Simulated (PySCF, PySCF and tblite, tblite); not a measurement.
# C₅H₉F₃O: conformers and averaged spectra, part 3 of 3

PySCF and tblite. Atoms count from 0. The steps go on from the part before.

## Step 9: Shieldings, conformer 5: PBE0/pcSseg-1

The job: settings as JSON, then the geometry in Å.

```
{"job": {"xc": "PBE0", "basis": "pcSseg-1", "kind": "nmr", "pop": false}, "charge": 0, "multiplicity": 1}
C      2.348126     0.643075    -0.145818
O      0.962109     0.874748    -0.146470
C      0.195532    -0.069758     0.571497
C      0.214343    -1.468552    -0.048755
C     -1.223232     0.516539     0.660389
C     -2.015030     0.443294    -0.632318
F     -2.499800    -0.788841    -0.873706
F     -1.338610     0.803158    -1.722569
F     -3.093547     1.248108    -0.570360
H      2.619866    -0.229404    -0.748058
H      2.724877     0.505803     0.875476
H      2.799945     1.531326    -0.582363
H      0.585445    -0.134601     1.604313
H      1.186611    -1.933453     0.092350
H     -0.537230    -2.094693     0.423769
H      0.008826    -1.410582    -1.114547
H     -1.805598    -0.002671     1.422332
H     -1.141393     1.572822     0.923180
```

The program printed:

```text
coarse grid: 15360 points
cycle   1  E = -569.7951677670  dE =  1.216e+00  |g| = 1.006e+00  |ddm| = 3.536e+00
cycle   2  E = -569.6331828370  dE =  1.620e-01  |g| = 1.457e+00  |ddm| = 1.487e+00
cycle   3  E = -569.9700539676  dE = -3.369e-01  |g| = 9.255e-02  |ddm| = 9.448e-01
cycle   4  E = -569.9713879102  dE = -1.334e-03  |g| = 4.637e-02  |ddm| = 8.955e-02
cycle   5  E = -569.9718220535  dE = -4.341e-04  |g| = 9.797e-03  |ddm| = 3.827e-02
cycle   6  E = -569.9718352816  dE = -1.323e-05  |g| = 3.646e-03  |ddm| = 8.228e-03
cycle   7  E = -569.9718376199  dE = -2.338e-06  |g| = 2.759e-04  |ddm| = 2.612e-03
final grid: 150408 points
cycle   8  E = -570.0567143249  dE = -6.280e-05  |g| = 1.231e-02  |ddm| = 3.164e-02
cycle   9  E = -570.0566898177  dE =  2.451e-05  |g| = 1.724e-02  |ddm| = 1.842e-02
cycle  10  E = -570.0567440166  dE = -5.420e-05  |g| = 1.389e-03  |ddm| = 1.091e-02
cycle  11  E = -570.0567444149  dE = -3.983e-07  |g| = 2.935e-04  |ddm| = 1.476e-03
cycle  12  E = -570.0567444299  dE = -1.501e-08  |g| = 1.128e-04  |ddm| = 3.013e-04
cycle  13  E = -570.0567444316  dE = -1.738e-09  |g| = 3.009e-05  |ddm| = 7.352e-05
cycle  14  E = -570.0567444318  dE = -1.571e-10  |g| = 4.653e-06  |ddm| = 2.187e-05
converged SCF energy = -570.0567444318

GIAO shielding tensors (ppm)
atom      isotropic    diamagn.    paramagn.     s11        s22        s33       span
  0 C      128.408     244.314    -115.906     94.154    107.998    183.071     88.918
  1 O      287.163     399.365    -112.202    253.895    274.658    332.935     79.040
  2 C      110.982     245.551    -134.570     88.083     90.391    154.472     66.389
  3 C      169.530     250.643     -81.112    153.330    172.247    183.014     29.684
  4 C      140.857     250.867    -110.010    131.207    135.798    155.565     24.358
  5 C       51.399     241.807    -190.408     48.248     50.164     55.786      7.538
  6 F      242.279     474.825    -232.546    153.541    243.961    329.336    175.796
  7 F      252.927     476.925    -223.997    171.461    262.469    324.852    153.392
  8 F      239.612     469.791    -230.179    152.511    225.122    341.202    188.691
  9 H       28.062      30.005      -1.943     23.689     26.220     34.277     10.587
 10 H       28.736      29.323      -0.587     24.905     26.055     35.247     10.342
 11 H       27.787      28.700      -0.913     23.535     25.332     34.495     10.960
 12 H       28.115      32.437      -4.322     25.875     26.465     32.004      6.130
 13 H       30.009      31.120      -1.112     25.181     28.815     36.031     10.851
 14 H       30.612      31.190      -0.578     26.175     29.297     36.364     10.189
 15 H       30.334      31.861      -1.528     26.360     30.204     34.437      8.076
 16 H       29.602      29.999      -0.397     25.995     28.544     34.267      8.272
 17 H       29.172      30.461      -1.289     25.121     28.946     33.449      8.328
```

Run time: 27 s. Hardware: 1 thread of Arm Neoverse V1, shared host; peak memory 0.97 GiB.

In short: HOMO -7.61 eV, LUMO 1.17 eV; dipole 3.36 D.

## Step 10: Boltzmann average: properties at PBE0/pcSseg-1

The job: settings as JSON, then the geometry in Å.

```
{"job": {"study": "conf", "smiles": "CO[C@H](C)CC(F)(F)F", "search": {"seed": 9197, "n_embed": 90, "ff_keep": 18, "window": 3.0, "nmax": 10, "temps": [150, 200, 250, 298.15, 400], "t_ref": 298.15, "order": 0.002}, "level": {"nmr": {"xc": "PBE0", "basis": "pcSseg-1"}}, "kind": "conf"}, "charge": 0, "multiplicity": 1}
C     -2.046982    -1.035150    -0.008357
O     -0.850643    -0.529160    -0.543562
C     -0.138242     0.351891     0.301206
C     -0.664739     1.786079     0.210174
C      1.328824     0.295838    -0.152061
C      2.011941    -0.981459     0.290436
F      3.308457    -0.993152    -0.070018
F      1.471057    -2.092808    -0.211558
F      1.999189    -1.122866     1.629040
H     -2.419544    -1.753440    -0.735262
H     -2.796290    -0.249457     0.139383
H     -1.870218    -1.543580     0.946870
H     -0.210486     0.005199     1.345360
H     -1.711263     1.820614     0.500443
H     -0.101888     2.437232     0.872487
H     -0.576009     2.146530    -0.811232
H      1.362914     0.335837    -1.241386
H      1.895163     1.128169     0.266049
```

The program printed:

```text
conformer  sym    E(xTB)   E(DFT)   G(298.15 K)  weight  dipole/D
    1     C1      0.000    0.038    0.177   0.2828    1.626
    2     C1      0.248    0.031    0.000   0.3812    2.963
    3     C1      0.064    0.000    0.171   0.2856    2.424
    4     C1      1.512    1.019    1.298   0.0426    3.074
    5     C1      1.538    1.727    2.294   0.0079    3.361

mean shielding (ppm) by class
class atoms           150 K      200 K      250 K   298.15 K      400 K
  0 C  0            128.157    128.162    128.165    128.167    128.169
  1 O  1            291.555    291.568    291.594    291.622    291.672
  2 C  2            110.642    110.626    110.611    110.597    110.571
  3 C  3            165.861    165.768      165.7    165.651    165.578
  4 C  4            141.512    141.637     141.76    141.872    142.078
  5 C  5             51.648     51.653     51.655     51.655     51.654
  6 F  6,7,8        253.637    253.538    253.416    253.291    253.033
  7 H  9,10,11        28.18      28.18      28.18      28.18      28.18
  8 H  12             28.18     28.182     28.183     28.183     28.184
  9 H  13,14,15       30.47     30.464     30.458     30.454     30.445
 10 H  16            29.328      29.33     29.336     29.343     29.359
 11 H  17            29.776     29.763     29.749     29.735     29.708
```

Run time: 2.4 min. Hardware: 1 thread of Arm Neoverse V1, shared host. This counts the runs that the step sums up.

The search (ETKDG, MMFF94s, GFN2-xTB) embedded 90 structures, kept 5 distinct ones after the force field and 5 after xTB; 5 were carried on (window 3.0 kcal/mol at the search's own energies). Energies: PBE0/pcSseg-1 with D3(BJ).

The conformers at 298 K:

```tsv
no.	group	mirror pair	ΔE xTB	ΔE DFT	ΔG	weight (%)	μ (D)	C0–O1–C2–C3 (°)	O1–C2–C4–C5 (°)	A, B, C (GHz)
1	C1	no	0.00	0.04	0.18	28.3	1.63	-155	-153	2.56, 0.99, 0.84
2	C1	no	0.25	0.03	0.00	38.1	2.96	-84	-75	2.60, 1.03, 0.88
3	C1	no	0.06	0.00	0.17	28.6	2.42	-73	-153	3.10, 0.86, 0.79
4	C1	no	1.51	1.02	1.30	4.3	3.07	-165	54	2.34, 1.23, 1.00
5	C1	no	1.54	1.73	2.29	0.8	3.36	-66	75	2.93, 1.02, 0.93
```

Energies in kcal/mol. ΔG holds xTB vibrations and rotation, symmetry numbers and mirror pairs.

Weights (%) by temperature:

```tsv
no.	150 K	200 K	250 K	298 K	400 K
2	43.9	41.4	39.6	38.1	35.6
3	28.6	28.9	28.8	28.6	27.8
1	26.8	27.7	28.1	28.3	28.2
4	0.7	1.8	3.0	4.3	6.7
5	0.0	0.2	0.5	0.8	1.6
```

Other ways of weighting, at the same temperature:

```tsv
scheme	2	3	1	4	5	mean μ (D)
DFT free energy	38	29	28	4	1	2.44
DFT energy, symmetry counted	30	32	30	6	2	2.40
DFT energy alone	30	32	30	6	2	2.40
xTB energy, symmetry counted	24	33	37	3	3	2.31
xTB free energy	31	30	35	2	1	2.33
lowest conformer only	100	0	0	0	0	2.96
equal weights	20	20	20	20	20	2.69
conformers found from three starts alone	57	43	0	0	0	2.73
```

Shifts against references run at the same level (19F CFCl3 170.9, 17O H2O 336.1, 1H TMS 31.72, 13C TMS 186.9 ppm of shielding), by class of atoms, at 298 K:

```tsv
atoms	environment	no. 2	no. 3	no. 1	average
C5	CF3 carbon	135.5	135.2	135.1	135.3
C2	sp3 CH bonded to O	76.2	76.2	76.6	76.3
C0	methyl carbon bonded to O	58.9	58.7	58.6	58.8
C4	sp3 CH2	46.3	47.6	41.9	45.1
C3	methyl carbon	19.5	19.6	25.1	21.3
H9, H10, H11	hydrogen on a methyl carbon bonded to O	3.55	3.56	3.49	3.54
H12	hydrogen on an sp3 CH bonded to O	3.57	3.59	3.42	3.53
H16	hydrogen on an sp3 CH2	2.25	2.49	2.53	2.37
H17	hydrogen on an sp3 CH2	1.81	2.17	1.89	1.98
H13, H14, H15	hydrogen on a methyl carbon	1.13	1.32	1.35	1.26
O1	ether oxygen	43.2	49.3	41.8	44.5
F6, F7, F8	fluorine of a CF3 group	-83.0	-82.6	-82.4	-82.3
```

Effective distances for nuclear Overhauser effects, ⟨r⁻⁶⟩^(−1/6) over all pairs of two classes (Å): H16···H17 1.78; H12···H13 2.61; H9···H12 2.64; H12···H16 2.74; H12···H17 2.79; H13···H17 2.79; H9···H16 3.18; H13···H16 3.33.

## Step 11: Summary of results

This closing draws on all 3 parts.

| quantity | value |
| --- | --- |
| conformers | 5; the first in weight is no. 2 (C1), 38 % at 298 K |
| root-mean-square dipole | 2.50 D |
| averaged 13C shifts (PBE0/pcSseg-1) | 135.3, 76.3, 58.8, 45.1, 21.3 ppm |
| averaged 1H shifts (PBE0/pcSseg-1) | 3.54, 3.53, 2.37, 1.98, 1.26 ppm |
| averaged 19F shifts (PBE0/pcSseg-1) | -82.3 ppm |

**Reading.** Conformer 2 leads with 38 % at 298 K, and its share goes from 44 % at 150 K to 36 % at 400 K. Among conformers over 5 %, C4 differs by 5.6 ppm, while the average moves by 0.6 ppm from 150 to 400 K.
